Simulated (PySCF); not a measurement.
# C2H4Cl2O2Si: the cost of one run

Programs: PySCF 2.14.0, with density-fitted response routines of our own. Each step states its level of theory. These are calculated values for one molecule in the gas phase, unless marked as measured. Atoms count from 0, in the outputs and in this text.

**1. The molecule as given**

11 atoms, charge 0, multiplicity 1; geometry from: GFN2-xTB. The atoms were then displaced at random by about 0.01 Å, so the start is not that level's minimum.

Bonds of the start (Å): O0–C1 1.19, C1–O2 1.33, O2–Si3 1.62, Si3–Cl4 2.01, Si3–C5 1.93, C5–Cl6 1.79, C1–H7 1.12, Si3–H8 1.47, C5–H9 1.09, C5–H10 1.09.

**2. Geometry optimisation at PBE0-D3(BJ)/def2-SVP**

The job: settings as JSON, then the geometry in Å.

```
{"job": {"xc": "PBE0", "basis": "def2-SVP", "d3": "d3bj", "grid": 1, "shake": 0.01, "kind": "geom"}, "charge": 0, "multiplicity": 1}
O      1.999280     0.418140     0.948020
C      1.990100    -0.078760    -0.130280
O      0.972450    -0.740510    -0.678210
Si    -0.501100    -0.901740    -0.035280
Cl    -1.496700    -1.788470    -1.539740
C     -1.245360     0.835430     0.352860
Cl    -1.108080     1.855830    -1.108620
H      2.878600    -0.062340    -0.813180
H     -0.468090    -1.704530     1.196830
H     -2.294360     0.808140     0.645250
H     -0.688610     1.332990     1.146680
```

Launch:

```bash
$ OMP_NUM_THREADS=1 python probes_run.py task.json out
```

The driver reads the jobs from task.json and runs them one after another.

Q: Estimate the wall time and peak memory of this first job on 1 thread of Arm Neoverse V1, shared host.

About 99 s, with a peak of 0.54 GiB.
